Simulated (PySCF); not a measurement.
**One shape, several levels: doublet CH3ClF2STi+**

Wanted: a comparison of 6 runs (U-revPBE/6-31G*, UBLYP/6-31G*, UCAM-B3LYP/6-31G*, UM06-L/6-31G*, UPBE0/6-31G*, USVWN5/6-31G*) of doublet CH3ClF2STi+. The job is set up through a Python script.

Program for the calculation: PySCF 2.14.0.

1 further run of the same task is left out (set aside as unsound or not needed).

## 1. The structure to begin with

CH3ClF2STi+ has 9 atoms, charge +1, and is taken as a doublet. SMILES of the parent species: `C[S][Ti]([F])([F])[Cl]`. The coordinates come from a PBE0-D4/def2-TZVP relaxation. This is one conformer, not always the lowest. That shape belongs to the parent species and isn't relaxed for this state.

Bond lengths: C1–S2 1.821 Å, S2–Ti3 2.243 Å, Ti3–F4 1.750 Å, Ti3–F5 1.739 Å, Ti3–Cl6 2.192 Å, C1–H7 1.090 Å, C1–H8 1.090 Å, C1–H9 1.089 Å. Some angles: C1–S2–Ti3 97.5°, S2–Ti3–F4 107.5°, S2–Ti3–F5 106.3°, S2–Ti3–Cl6 107.8°, F4–Ti3–F5 113.6°, F4–Ti3–Cl6 108.6°, F5–Ti3–Cl6 112.7°, S2–C1–H7 107.0°, S2–C1–H8 111.6°, S2–C1–H9 109.7°.

## 2. A single-point energy at U-revPBE/6-31G(d) (spherical functions) (run 1)

Contents of run.py:

```python
from pyscf import gto, dft

mol = gto.M(
    atom='''
C     -1.301000     0.453900     0.690100
S     -0.747700     0.606000    -1.038600
Ti     1.206400    -0.471800    -0.815200
F      0.870500    -2.022400    -0.076700
F      1.884300    -0.592500    -2.412500
Cl     2.463600     0.693600     0.550200
H     -2.383900     0.574700     0.688900
H     -1.060000    -0.525400     1.104300
H     -0.843800     1.237500     1.292300
''',
    charge=1,
    max_memory=1860,
    spin=1,
    verbose=4,
    basis='6-31g*',
)

myscf = dft.UKS(mol)
myscf.xc = 'revpbe'
myscf.conv_tol = 1e-10
myscf.grids.level = 5
myscf.kernel()
if not myscf.converged:
    myscf = myscf.newton().run(myscf.mo_coeff, myscf.mo_occ)

e_tot = myscf.e_tot
print('Final energy', e_tot)
```

Launch:

```console
$ OMP_NUM_THREADS=1 python run.py
```

The program printed:

```text
PySCF version 2.14.0

[... 129 lines left out ...]
converged SCF energy = -1946.92757575361  <S^2> = 0.7545158  2S+1 = 2.0045107
Final energy -1946.927575753613
```

Wall time 97 s (1 thread of Intel Xeon Platinum 8259CL at 2.50GHz (Skylake/Cascade Lake), shared host); peak memory 0.7 GiB.

## 3. A single-point energy at UBLYP/6-31G(d) (spherical functions) (run 2)

Contents of input.py:

```python
from pyscf import gto, dft

mol = gto.Mole()
mol.atom = '''
C     -1.301000     0.453900     0.690100
S     -0.747700     0.606000    -1.038600
Ti     1.206400    -0.471800    -0.815200
F      0.870500    -2.022400    -0.076700
F      1.884300    -0.592500    -2.412500
Cl     2.463600     0.693600     0.550200
H     -2.383900     0.574700     0.688900
H     -1.060000    -0.525400     1.104300
H     -0.843800     1.237500     1.292300
'''
mol.verbose = 3
mol.max_memory = 1860
mol.charge = 1
mol.spin = 1
mol.basis = '6-31g*'
mol.build()

mf = dft.UKS(mol)
mf.xc = 'blyp'
mf.grids.level = 5
mf.conv_tol = 1e-10
mf.kernel()
if not mf.converged:
    mf = mf.newton().run(mf.mo_coeff, mf.mo_occ)

etot = mf.e_tot
print(f'total energy: {etot:.8f} hartree')
```

Launch:

```console
$ OMP_NUM_THREADS=1 python input.py
```

The program printed:

```text
WARN: HOMO -0.292003996189246 >= LUMO -0.292003996189247

converged SCF energy = -1947.25086400884  <S^2> = 0.75391296  2S+1 = 2.0039091
total energy: -1947.25086401 hartree
```

Run time: 1.7 min. Hardware: 1 thread of Intel Xeon Platinum 8259CL at 2.50GHz (Skylake/Cascade Lake), shared host; peak memory 0.7 GiB.

Runs 3 to 5 aren't shown in full; the table further down has their settings and results.

## 4. A single-point energy at USVWN5/6-31G(d) (spherical functions) (run 6)

Contents of input.py:

```python
from pyscf import gto, dft

system = gto.M(
    atom='''
C     -2.458534     0.857747     1.304100
S     -1.412948     1.145174    -1.962670
Ti     2.279766    -0.891573    -1.540505
F      1.645007    -3.821782    -0.144942
F      3.560811    -1.119663    -4.558964
Cl     4.655529     1.310714     1.039727
H     -4.504918     1.086026     1.301832
H     -2.003110    -0.992862     2.086825
H     -1.594551     2.338536     2.442093
''',
    max_memory=1860,
    verbose=3,
    spin=1,
    charge=1,
    basis='6-31g*',
    unit='bohr',
)

mf = dft.UKS(system)
mf.xc = 'svwn'
mf.conv_tol = 1e-10
mf.grids.level = 5
mf.kernel()
if not mf.converged:
    mf = mf.newton().run(mf.mo_coeff, mf.mo_occ)

e_final = mf.e_tot
print('Final energy', e_final)
```

Launch:

```console
$ OMP_NUM_THREADS=1 python input.py
```

The program printed:

```text
converged SCF energy = -1940.74413062458  <S^2> = 0.75256616  2S+1 = 2.0025645
Final energy -1940.7441306245819
```

It took 50 s on 1 thread of Intel Xeon Platinum 8259CL at 2.50GHz (Skylake/Cascade Lake), shared host; peak memory 0.46 GiB.

## 5. All runs side by side

```csv
run,level,energy (Eh),HOMO energy (eV),LUMO energy (eV),⟨S²⟩,wall time
1,U-revPBE/6-31G* (spherical functions),-1946.927576,-13.30,-12.44,0.755,97 s
2,UBLYP/6-31G* (spherical functions),-1947.250864,-13.18,-12.38,0.754,1.7 min
3,UCAM-B3LYP/6-31G* (spherical functions),-1947.209460,-16.00,-10.68,0.756,4.1 min
4,UM06-L/6-31G* (spherical functions),-1947.203906,-13.69,-12.58,0.756,2.9 min
5,UPBE0/6-31G* (spherical functions),-1946.506406,-14.72,-11.79,0.757,97 s
6,USVWN5/6-31G* (spherical functions),-1940.744131,-13.53,-12.80,0.753,50 s
```

## 6. Results

| quantity | value |
| --- | --- |
| run 6: total energy | -1940.74413 Eh |
| run 6: HOMO energy (highest over α and β) | -13.53 eV |
| run 6: LUMO energy (lowest over α and β) | -12.80 eV |
| run 6: ⟨S²⟩ | 0.753 |

In words: Totals of different functionals can't be ranked against each other. All runs together took 13 min, the longest 4.1 min.
